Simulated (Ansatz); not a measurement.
# CH8Si2 + H2: a complex and its separated parts, part 1 of 2

The complex below is one end of an elementary step. How strongly is it bound against its free parts?

Method: PBE0-D4/def2-TZVP structures, single points in def2-TZVPP, no counterpoise correction; program: Ansatz 0.2.0, Gaussian basis.

Levels: SPW92, PBE-D4, BLYP-D4, r2SCAN-D4, B97M-V, PBE0-D4, B3LYP-D4, r2SCAN0-D4, BHLYP-D4, CAM-B3LYP-D4, wB97X-V, wB97M-V, B2PLYP, PBE-QIDH, RPA on PBE, Hartree-Fock, MP2, CCSD, CCSD(T).

Correlated methods freeze the cores. B3LYP uses VWN-RPA correlation. B2PLYP carries no dispersion term here.

94 further runs of the same task are left out: 94 set aside as unsound or not needed. Runs told in other sessions of the task aren't counted.

**1. The starting structure**

The complex: 13 atoms, charge 0, spin multiplicity 1.

Atoms are counted from 1 here; the program's logs count them from 0.

Bond lengths: Si1–H3 1.490 Å, Si1–H4 1.491 Å, Si1–C5 1.877 Å, Si1–Si7 2.341 Å, H2–H6 0.746 Å, C5–H8 1.092 Å, C5–H9 1.092 Å, C5–H10 1.092 Å, Si7–H11 1.490 Å, Si7–H12 1.490 Å, Si7–H13 1.488 Å. Angles: H3–Si1–H4 107.4°, H3–Si1–C5 110.3°, H3–Si1–Si7 108.9°, H4–Si1–C5 110.1°, H4–Si1–Si7 108.4°, C5–Si1–Si7 111.6°, Si1–C5–H8 110.8°, Si1–C5–H9 110.7°, Si1–C5–H10 110.7°, H8–C5–H9 108.2°, H8–C5–H10 108.2°, H9–C5–H10 108.2°, Si1–Si7–H11 110.4°, Si1–Si7–H12 110.8°, Si1–Si7–H13 111.1°, H11–Si7–H12 107.8°, H11–Si7–H13 108.3°, H12–Si7–H13 108.3°.

Coordinates:

```mol
CH10Si2
  3D, bonds by distance, orders not assigned

 13 11  0  0  0  0  0  0  0  0999 V2000
   -0.8545    0.6295    0.2152 Si  0  0
    0.0261   -3.0020    0.5848 H   0  0
   -1.8671   -0.4557    0.3496 H   0  0
   -1.5881    1.9274    0.2312 H   0  0
    0.3669    0.5616    1.6382 C   0  0
    0.4463   -2.8183   -0.0041 H   0  0
    0.2182    0.4137   -1.8543 Si  0  0
    0.9024   -0.3901    1.6445 H   0  0
    1.1018    1.3654    1.5559 H   0  0
   -0.1493    0.6691    2.5947 H   0  0
    1.2028    1.5149   -2.0464 H   0  0
    0.9565   -0.8776   -1.9364 H   0  0
   -0.7622    0.4621   -2.9729 H   0  0
  1  3  8  0
  1  4  8  0
  1  5  8  0
  1  7  8  0
  2  6  8  0
  5  8  8  0
  5  9  8  0
  5 10  8  0
  7 11  8  0
  7 12  8  0
  7 13  8  0
M  END
```

Its parts: CH8Si2 holds atoms 1, 3, 4, 5, 7, 8, 9, 10, 11, 12, 13; H2 holds atoms 2, 6. Each part counts its atoms afresh in its own runs.

**2. Relaxing CH8Si2 alone**

Input file relax-a/in.yaml:

```yaml
crystal:
  periodic: [false, false, false]
  atoms:
    - {symbol: Si, position_ang: [-0.854466, 0.629475, 0.215186]}
    - {symbol: H, position_ang: [-1.867134, -0.455661, 0.349586]}
    - {symbol: H, position_ang: [-1.588058, 1.927441, 0.231222]}
    - {symbol: C, position_ang: [0.366944, 0.561613, 1.638158]}
    - {symbol: Si, position_ang: [0.218232, 0.413681, -1.854302]}
    - {symbol: H, position_ang: [0.902403, -0.390059, 1.644460]}
    - {symbol: H, position_ang: [1.101827, 1.365373, 1.555948]}
    - {symbol: H, position_ang: [-0.149338, 0.669114, 2.594739]}
    - {symbol: H, position_ang: [1.202783, 1.514925, -2.046379]}
    - {symbol: H, position_ang: [0.956540, -0.877604, -1.936404]}
    - {symbol: H, position_ang: [-0.762212, 0.462110, -2.972941]}
basis:
  gaussian: {orbitals: def2-TZVP}
hamiltonian: {xc: pbe0, dispersion: d4}
relax: {f_tol: 0.005, max_steps: 200}
```

On the command line:

```
$ ansatz run in.yaml --threads 4 --pin off --events-out ev --progress --plain --max-ram 9574MiB
```

Standard output, cut to the lines that bear on the results:

```text
Functional definition: PBE0
  name "PBE0"
  cite "Adamo & Barone, J. Chem. Phys. 110, 6158 (1999) doi:10.1063/1.478522"
  cite "Perdew, Burke & Ernzerhof, Phys. Rev. Lett. 77, 3865 (1996) doi:10.1103/PhysRevLett.77.3865"
  parent pbe
[...]
1068 factors; their error is unknown
[...]
mean field -16915.44767532 eV, -621.6312363656 hartree, gradient 1.9e-5 eV, S^2 0.000000; 0 other end points of the search recorded, 0 dependent functions left out
[...]
reference -16915.44771062 eV, -621.6312376631 hartree; 21, 21 occupied and 132, 132 virtual orbitals, 1068 factors
[...]
Atom 3 at     0.367074     0.562500     1.636026 Å, force    -0.001056    -0.000912     0.001984 eV/Å
Atom 4 at     0.218674     0.414790    -1.853874 Å, force    -0.001292     0.000977     0.000327 eV/Å
Atom 5 at     0.903518    -0.388849     1.639400 Å, force    -0.000638     0.000381    -0.000482 eV/Å
Atom 6 at     1.102004     1.366300     1.555071 Å, force     0.000195     0.000790     0.000221 eV/Å
Atom 7 at    -0.147881     0.666702     2.593668 Å, force     0.000932     0.000062    -0.001240 eV/Å
Atom 8 at     1.206756     1.512752    -2.046020 Å, force     0.000757     0.000144     0.000191 eV/Å
Atom 9 at     0.950890    -0.880201    -1.928245 Å, force     0.000043    -0.001057     0.000478 eV/Å
Atom 10 at    -0.759877     0.464396    -2.974070 Å, force    -0.000636     0.000070    -0.000510 eV/Å
Dipole moment:     0.080492    -0.000912     0.177333 e Å
```

Run time: 15 s. Hardware: 4 threads of Intel Xeon at 2.50GHz, shared host.

Relaxation path:

| step | energy from step 1 (eV) | largest force component (eV/Å) |
| --- | --- | --- |
| 1 | 0.0000 | 0.0213 |
| 2 | -0.0001 | 0.0053 |
| 3 | -0.0001 | 0.0020 |

Distances of close pairs at the start and the end, largest changes first:

| bond | before (Å) | after (Å) | change (Å) |
| --- | --- | --- | --- |
| Si1–H2 | 1.490 | 1.491 | +0.000 |
| Si1–H3 | 1.491 | 1.491 | -0.000 |
| Si5–H10 | 1.490 | 1.490 | -0.000 |
| C4–H6 | 1.092 | 1.092 | +0.000 |
| Si1–Si5 | 2.341 | 2.341 | -0.000 |
| Si1–C4 | 1.877 | 1.877 | +0.000 |
| Si5–H9 | 1.490 | 1.490 | -0.000 |
| Si5–H11 | 1.488 | 1.488 | -0.000 |

**3. Relaxing H2 alone**

Input file relax-b/in.yaml:

```yaml
crystal:
  periodic: [false, false, false]
  atoms:
    - {symbol: H, position_ang: [0.026143, -3.002018, 0.584844]}
    - {symbol: H, position_ang: [0.446337, -2.818291, -0.004116]}
basis:
  gaussian: {orbitals: def2-TZVP}
hamiltonian: {xc: pbe0, dispersion: d4}
relax: {f_tol: 0.005, max_steps: 200}
```

On the command line:

```
$ ansatz run in.yaml --threads 4 --pin off --events-out ev --progress --plain --max-ram 9574MiB
```

Standard output, cut to the lines that bear on the results:

```text
[... 5 set-up lines as earlier in the session ...]
[...]
88 factors; their error is unknown
[...]
mean field -31.78865060 eV, -1.1682113626 hartree, gradient 1.7e-5 eV, S^2 0.000000; 0 other end points of the search recorded, 0 dependent functions left out
[...]
reference -31.78866862 eV, -1.1682120246 hartree; 1, 1 occupied and 11, 11 virtual orbitals, 88 factors
Total energy: -31.79027516 eV, -1.1682710639 hartree
Atom 0 at     0.026235    -3.001978     0.584715 Å, force     0.000177     0.000077    -0.000248 eV/Å
Atom 1 at     0.446245    -2.818331    -0.003987 Å, force    -0.000177    -0.000077     0.000248 eV/Å
Dipole moment:    -0.000000    -0.000000     0.000000 e Å
```

Run time: 0.46 s. Hardware: 4 threads of Intel Xeon at 2.50GHz, shared host.

Step by step:

| step | energy from step 1 (eV) | largest force component (eV/Å) |
| --- | --- | --- |
| 1 | 0.0000 | 0.0096 |
| 2 | 0.0000 | 0.0002 |

The bond:

| bond | before (Å) | after (Å) | change (Å) |
| --- | --- | --- | --- |
| H1–H2 | 0.746 | 0.746 | -0.000 |

**4. SPW92/def2-TZVPP**

Input file parta/in.yaml:

```yaml
crystal:
  periodic: [false, false, false]
  atoms:
    - {symbol: Si, position_ang: [-0.855851, 0.632651, 0.214244]}
    - {symbol: H, position_ang: [-1.863267, -0.457994, 0.348116]}
    - {symbol: H, position_ang: [-1.594521, 1.927361, 0.234957]}
    - {symbol: C, position_ang: [0.367074, 0.562500, 1.636026]}
    - {symbol: Si, position_ang: [0.218674, 0.414790, -1.853874]}
    - {symbol: H, position_ang: [0.903518, -0.388849, 1.639400]}
    - {symbol: H, position_ang: [1.102004, 1.366300, 1.555071]}
    - {symbol: H, position_ang: [-0.147881, 0.666702, 2.593668]}
    - {symbol: H, position_ang: [1.206756, 1.512752, -2.046020]}
    - {symbol: H, position_ang: [0.950890, -0.880201, -1.928245]}
    - {symbol: H, position_ang: [-0.759877, 0.464396, -2.974070]}
basis:
  gaussian: {orbitals: def2-TZVPP}
hamiltonian: {xc: lda}
```

Input file partb/in.yaml:

```yaml
crystal:
  periodic: [false, false, false]
  atoms:
    - {symbol: H, position_ang: [0.026235, -3.001978, 0.584715]}
    - {symbol: H, position_ang: [0.446245, -2.818331, -0.003987]}
basis:
  gaussian: {orbitals: def2-TZVPP}
hamiltonian: {xc: lda}
```

Each run has its own folder and the same command.

On the command line:

```
$ ansatz run in.yaml --threads 4 --pin off --events-out ev --progress --plain --max-ram 9574MiB
```

parta printed, cut to the lines that bear on the results:

```text
Functional definition: SPW92
  name "SPW92"
  cite "Dirac, Proc. Camb. Phil. Soc. 26, 376 (1930) doi:10.1017/S0305004100016108"
  cite "Slater, Phys. Rev. 81, 385 (1951) doi:10.1103/PhysRev.81.385"
  cite "Perdew & Wang, Phys. Rev. B 45, 13244 (1992) doi:10.1103/PhysRevB.45.13244"
[...]
1228 factors; their error is unknown
[...]
mean field -16848.42071637 eV, -619.1680410567 hartree, gradient 5.7e-5 eV, S^2 0.000000; 0 other end points of the search recorded, 0 dependent functions left out
reference -16848.42076032 eV, -619.1680426720 hartree; 21, 21 occupied and 206, 206 virtual orbitals, 1228 factors
Total energy: -16848.42076032 eV, -619.1680426720 hartree
```

Output in partb, cut to the lines that bear on the results:

```text
[... 5 set-up lines as earlier in the session ...]
[...]
118 factors; their error is unknown
[...]
mean field -30.93527040 eV, -1.1368502184 hartree, gradient 4.4e-5 eV, S^2 0.000000; 0 other end points of the search recorded, 0 dependent functions left out
reference -30.93529107 eV, -1.1368509783 hartree; 1, 1 occupied and 27, 27 virtual orbitals, 118 factors
Total energy: -30.93529107 eV, -1.1368509783 hartree
```

They took 1.9 s (parta), 0.2 s (partb) on 4 threads of Intel Xeon at 2.50GHz, shared host.

**5. PBE-D4/def2-TZVPP**

The same edit goes into each in.yaml of step 4 (parta, partb):

```diff
-hamiltonian: {xc: lda}
+hamiltonian: {xc: pbe, dispersion: d4}
```

One command serves all of them, each in its own folder.

On the command line:

```
$ ansatz run in.yaml --threads 4 --pin off --events-out ev --progress --plain --max-ram 9574MiB
```

parta printed, cut to the lines that bear on the results:

```text
Functional definition: PBE
  name "PBE"
[... 2 set-up lines as earlier in the session ...]
[...]
1228 factors; their error is unknown
[...]
mean field -16913.50106112 eV, -621.5596996133 hartree, gradient 5.0e-5 eV, S^2 0.000000; 0 other end points of the search recorded, 0 dependent functions left out
reference -16913.50110822 eV, -621.5597013442 hartree; 21, 21 occupied and 206, 206 virtual orbitals, 1228 factors
Total energy: -16913.70549908 eV, -621.5672125697 hartree
```

Output in partb, cut to the lines that bear on the results:

```text
[... 4 set-up lines as earlier in the session ...]
[...]
118 factors; their error is unknown
[...]
mean field -31.73221594 eV, -1.1661374270 hartree, gradient 3.1e-5 eV, S^2 0.000000; 0 other end points of the search recorded, 0 dependent functions left out
reference -31.73223762 eV, -1.1661382235 hartree; 1, 1 occupied and 27, 27 virtual orbitals, 118 factors
Total energy: -31.73425683 eV, -1.1662124281 hartree
```

Times: 2.8 s (parta), 0.21 s (partb) on 4 threads of Intel Xeon at 2.50GHz, shared host.

**6. BLYP-D4/def2-TZVPP**

The same edit goes into each in.yaml of step 5 (parta, partb):

```diff
-hamiltonian: {xc: pbe, dispersion: d4}
+hamiltonian: {xc: {name: BLYP}, dispersion: d4}
```

The same command starts each run, in its folder.

On the command line:

```
$ ansatz run in.yaml --threads 4 --pin off --events-out ev --progress --plain --max-ram 9574MiB
```

Output in parta, cut to the lines that bear on the results:

```text
Functional definition: BLYP
  name "BLYP"
  cite "Becke, Phys. Rev. A 38, 3098 (1988) doi:10.1103/PhysRevA.38.3098"
  cite "Lee, Yang & Parr, Phys. Rev. B 37, 785 (1988) doi:10.1103/PhysRevB.37.785"
[...]
1228 factors; their error is unknown
[...]
mean field -16922.42560965 eV, -621.8876707226 hartree, gradient 3.4e-5 eV, S^2 0.000000; 0 other end points of the search recorded, 0 dependent functions left out
reference -16922.42600720 eV, -621.8876853323 hartree; 21, 21 occupied and 206, 206 virtual orbitals, 1228 factors
Total energy: -16922.86957160 eV, -621.9039860233 hartree
```

partb printed, cut to the lines that bear on the results:

```text
[... 4 set-up lines as earlier in the session ...]
[...]
118 factors; their error is unknown
[...]
mean field -31.82604580 eV, -1.1695856109 hartree, gradient 8.3e-5 eV, S^2 0.000000; 0 other end points of the search recorded, 0 dependent functions left out
reference -31.82623823 eV, -1.1695926822 hartree; 1, 1 occupied and 27, 27 virtual orbitals, 118 factors
Total energy: -31.83113609 eV, -1.1697726753 hartree
```

Wall times: 3.2 s (parta), 0.25 s (partb) on 4 threads of Intel Xeon at 2.50GHz, shared host.

**7. r2SCAN-D4/def2-TZVPP**

Each input of step 6 (parta, partb) changes in the same lines:

```diff
-hamiltonian: {xc: {name: BLYP}, dispersion: d4}
+hamiltonian: {xc: r2scan, dispersion: d4}
```

The same command starts each run, in its folder.

On the command line:

```
$ ansatz run in.yaml --threads 4 --pin off --events-out ev --progress --plain --max-ram 9574MiB
```

Output in parta, cut to the lines that bear on the results:

```text
Functional definition: r2SCAN
  name "r2SCAN"
  cite "Furness, Kaplan, Ning, Perdew & Sun, J. Phys. Chem. Lett. 11, 8208 (2020) doi:10.1021/acs.jpclett.0c02405"
  cite "Furness, Kaplan, Ning, Perdew & Sun, J. Phys. Chem. Lett. 11, 9248 (2020) doi:10.1021/acs.jpclett.0c03077"
  parent r2scan
[...]
1228 factors; their error is unknown
[...]
mean field -16921.40854619 eV, -621.8502943300 hartree, gradient 5.4e-5 eV, S^2 0.000000; 0 other end points of the search recorded, 0 dependent functions left out
reference -16921.40856087 eV, -621.8502948692 hartree; 21, 21 occupied and 206, 206 virtual orbitals, 1228 factors
Total energy: -16921.45888745 eV, -621.8521443369 hartree
```

partb printed, cut to the lines that bear on the results:

```text
[... 5 set-up lines as earlier in the session ...]
[...]
118 factors; their error is unknown
[...]
mean field -31.87205527 eV, -1.1712764276 hartree, gradient 4.1e-5 eV, S^2 0.000000; 0 other end points of the search recorded, 0 dependent functions left out
reference -31.87206189 eV, -1.1712766708 hartree; 1, 1 occupied and 27, 27 virtual orbitals, 118 factors
Total energy: -31.87256327 eV, -1.1712950962 hartree
```

They took 4.8 s (parta), 0.61 s (partb) on 4 threads of Intel Xeon at 2.50GHz, shared host.

**8. B97M-V/def2-TZVPP**

The same edit goes into each in.yaml of step 7 (parta, partb):

```diff
-hamiltonian: {xc: r2scan, dispersion: d4}
+hamiltonian: {xc: {name: B97M-V}}
```

Each run has its own folder and the same command.

On the command line:

```
$ ansatz run in.yaml --threads 4 --pin off --events-out ev --progress --plain --max-ram 9574MiB
```

parta printed, cut to the lines that bear on the results:

```text
Functional definition: B97M-V
  name "B97M-V"
  cite "Mardirossian & Head-Gordon, J. Chem. Phys. 142, 074111 (2015) doi:10.1063/1.4907719"
  cite "Becke, J. Chem. Phys. 107, 8554 (1997) doi:10.1063/1.475007"
  cite "Vydrov & Van Voorhis, J. Chem. Phys. 133, 244103 (2010) doi:10.1063/1.3521275"
  # Of w^i u^j: cxij and so on, Table III.
[...]
  gx(w, u) = cx00 + cx01*u + cx02*u^2 + (cx10 + cx11*u)*w
[...]
  gos(w, u) = cos00 + cos01*u + cos03*u^3 + cos10*w + cos32*w^3*u^2
[...]
      + integral(e_c_pw_mod_opposite_spin*gos(b97_w_opposite, b97_u_opposite)) + vv10(b, c)
1228 factors; their error is unknown
[...]
mean field -16919.72419569 eV, -621.7883955908 hartree, gradient 4.8e-5 eV, S^2 0.000000; 0 other end points of the search recorded, 0 dependent functions left out
reference -16919.72426792 eV, -621.7883982450 hartree; 21, 21 occupied and 206, 206 virtual orbitals, 1228 factors
Total energy: -16919.72426792 eV, -621.7883982450 hartree
```

partb printed, cut to the lines that bear on the results:

```text
[... 5 set-up lines as earlier in the session ...]
  # Of w^i u^j: cxij and so on, Table III.
[...]
  gx(w, u) = cx00 + cx01*u + cx02*u^2 + (cx10 + cx11*u)*w
  gss(w, u) = css00 + css02*u^2 + css10*w + (css32*w^3 + css42*w^4)*u^2
  gos(w, u) = cos00 + cos01*u + cos03*u^3 + cos10*w + cos32*w^3*u^2
[...]
      + integral(e_c_pw_mod_opposite_spin*gos(b97_w_opposite, b97_u_opposite)) + vv10(b, c)
118 factors; their error is unknown
[...]
mean field -31.90530567 eV, -1.1724983572 hartree, gradient 8.2e-6 eV, S^2 0.000000; 0 other end points of the search recorded, 0 dependent functions left out
reference -31.90533535 eV, -1.1724994480 hartree; 1, 1 occupied and 27, 27 virtual orbitals, 118 factors
Total energy: -31.90533535 eV, -1.1724994480 hartree
```

Times: 9.5 s (parta), 0.46 s (partb) on 4 threads of Intel Xeon at 2.50GHz, shared host.

**9. PBE0-D4/def2-TZVPP**

Each input of step 8 (parta, partb) changes in the same lines:

```diff
-hamiltonian: {xc: {name: B97M-V}}
+hamiltonian: {xc: pbe0, dispersion: d4}
+output: {orbitals: {seedname: orbitals}}
```

The same command starts each run, in its folder.

On the command line:

```
$ ansatz run in.yaml --threads 4 --pin off --events-out ev --progress --plain --max-ram 9574MiB
```

parta printed, cut to the lines that bear on the results:

```text
[... 5 set-up lines as earlier in the session ...]
[...]
1234 factors; their error is unknown
[...]
mean field -16915.49918326 eV, -621.6331292477 hartree, gradient 8.3e-5 eV, S^2 0.000000; 0 other end points of the search recorded, 0 dependent functions left out
reference -16915.49921856 eV, -621.6331305447 hartree; 21, 21 occupied and 206, 206 virtual orbitals, 1234 factors
Total energy: -16915.67287117 eV, -621.6395121605 hartree
```

Output in partb, cut to the lines that bear on the results:

```text
[... 5 set-up lines as earlier in the session ...]
[...]
118 factors; their error is unknown
[...]
mean field -31.79610858 eV, -1.1684854382 hartree, gradient 5.5e-5 eV, S^2 0.000000; 0 other end points of the search recorded, 0 dependent functions left out
reference -31.79612457 eV, -1.1684860259 hartree; 1, 1 occupied and 27, 27 virtual orbitals, 118 factors
Total energy: -31.79773112 eV, -1.1685450652 hartree
```

They took 4 s (parta), 0.31 s (partb) on 4 threads of Intel Xeon at 2.50GHz, shared host.

**10. B3LYP-D4/def2-TZVPP**

The same edit goes into each in.yaml of step 9 (parta, partb):

```diff
-hamiltonian: {xc: pbe0, dispersion: d4}
-output: {orbitals: {seedname: orbitals}}
+hamiltonian: {xc: {name: B3LYP}, dispersion: d4}
```

Each run has its own folder and the same command.

On the command line:

```
$ ansatz run in.yaml --threads 4 --pin off --events-out ev --progress --plain --max-ram 9574MiB
```

Output in parta, cut to the lines that bear on the results:

```text
Functional definition: B3LYP
  name "B3LYP"
  cite "Stephens, Devlin, Chabalowski & Frisch, J. Phys. Chem. 98, 11623 (1994) doi:10.1021/j100096a001"
[... 2 set-up lines as earlier in the session ...]
  cite "Vosko, Wilk & Nusair, Can. J. Phys. 58, 1200 (1980) doi:10.1139/p80-159"
[...]
1234 factors; their error is unknown
[...]
mean field -16925.14104605 eV, -621.9874611697 hartree, gradient 2.6e-5 eV, S^2 0.000000; 0 other end points of the search recorded, 0 dependent functions left out
reference -16925.14134140 eV, -621.9874720235 hartree; 21, 21 occupied and 206, 206 virtual orbitals, 1234 factors
Total energy: -16925.47102937 eV, -621.9995878330 hartree
```

partb printed, cut to the lines that bear on the results:

```text
[... 6 set-up lines as earlier in the session ...]
[...]
118 factors; their error is unknown
[...]
mean field -32.10923196 eV, -1.1799925103 hartree, gradient 4.5e-5 eV, S^2 0.000000; 0 other end points of the search recorded, 0 dependent functions left out
reference -32.10937407 eV, -1.1799977324 hartree; 1, 1 occupied and 27, 27 virtual orbitals, 118 factors
Total energy: -32.11252513 eV, -1.1801135318 hartree
```

They took 4 s (parta), 0.26 s (partb) on 4 threads of Intel Xeon at 2.50GHz, shared host.

**11. r2SCAN0-D4/def2-TZVPP**

Each input of step 10 (parta, partb) changes in the same lines:

```diff
-hamiltonian: {xc: {name: B3LYP}, dispersion: d4}
+hamiltonian: {xc: {name: r2SCAN0}, dispersion: d4}
```

One command serves all of them, each in its own folder.

On the command line:

```
$ ansatz run in.yaml --threads 4 --pin off --events-out ev --progress --plain --max-ram 9574MiB
```

Log of parta, cut to the lines that bear on the results:

```text
Functional definition: r2SCAN0
  name "r2SCAN0"
  cite "Bursch, Neugebauer, Ehlert & Grimme, J. Chem. Phys. 156, 134105 (2022) doi:10.1063/5.0086040"
[... 3 set-up lines as earlier in the session ...]
[...]
1234 factors; their error is unknown
[...]
mean field -16921.17479307 eV, -621.8417040612 hartree, gradient 3.9e-5 eV, S^2 0.000000; 0 other end points of the search recorded, 0 dependent functions left out
reference -16921.17480478 eV, -621.8417044914 hartree; 21, 21 occupied and 206, 206 virtual orbitals, 1234 factors
Total energy: -16921.23435276 eV, -621.8438928395 hartree
```

Output in partb, cut to the lines that bear on the results:

```text
[... 6 set-up lines as earlier in the session ...]
[...]
118 factors; their error is unknown
[...]
mean field -31.85187772 eV, -1.1705349164 hartree, gradient 1.4e-5 eV, S^2 0.000000; 0 other end points of the search recorded, 0 dependent functions left out
reference -31.85188285 eV, -1.1705351048 hartree; 1, 1 occupied and 27, 27 virtual orbitals, 118 factors
Total energy: -31.85242422 eV, -1.1705549998 hartree
```

They took 5.5 s (parta), 0.81 s (partb) on 4 threads of Intel Xeon at 2.50GHz, shared host.

**12. BHLYP-D4/def2-TZVPP**

The same edit goes into each in.yaml of step 11 (parta, partb):

```diff
-hamiltonian: {xc: {name: r2SCAN0}, dispersion: d4}
+hamiltonian: {xc: {name: BHLYP}, dispersion: d4}
```

Each run has its own folder and the same command.

On the command line:

```
$ ansatz run in.yaml --threads 4 --pin off --events-out ev --progress --plain --max-ram 9574MiB
```

parta printed, cut to the lines that bear on the results:

```text
Functional definition: BHLYP
  name "BHLYP"
  cite "Becke, J. Chem. Phys. 98, 1372 (1993) doi:10.1063/1.464304"
[... 2 set-up lines as earlier in the session ...]
[...]
1313 factors; their error is unknown
[...]
mean field -16922.93143354 eV, -621.9062594078 hartree, gradient 1.3e-5 eV, S^2 0.000000; 0 other end points of the search recorded, 0 dependent functions left out
reference -16922.93163310 eV, -621.9062667412 hartree; 21, 21 occupied and 206, 206 virtual orbitals, 1313 factors
Total energy: -16923.19367995 eV, -621.9158967854 hartree
```

Output in partb, cut to the lines that bear on the results:

```text
[... 5 set-up lines as earlier in the session ...]
[...]
118 factors; their error is unknown
[...]
mean field -31.83806645 eV, -1.1700273613 hartree, gradient 5.6e-5 eV, S^2 0.000000; 0 other end points of the search recorded, 0 dependent functions left out
reference -31.83816201 eV, -1.1700308731 hartree; 1, 1 occupied and 27, 27 virtual orbitals, 118 factors
Total energy: -31.83990559 eV, -1.1700949484 hartree
```

Times: 3.9 s (parta), 0.26 s (partb) on 4 threads of Intel Xeon at 2.50GHz, shared host.

(Continued in part 2 of 2.)
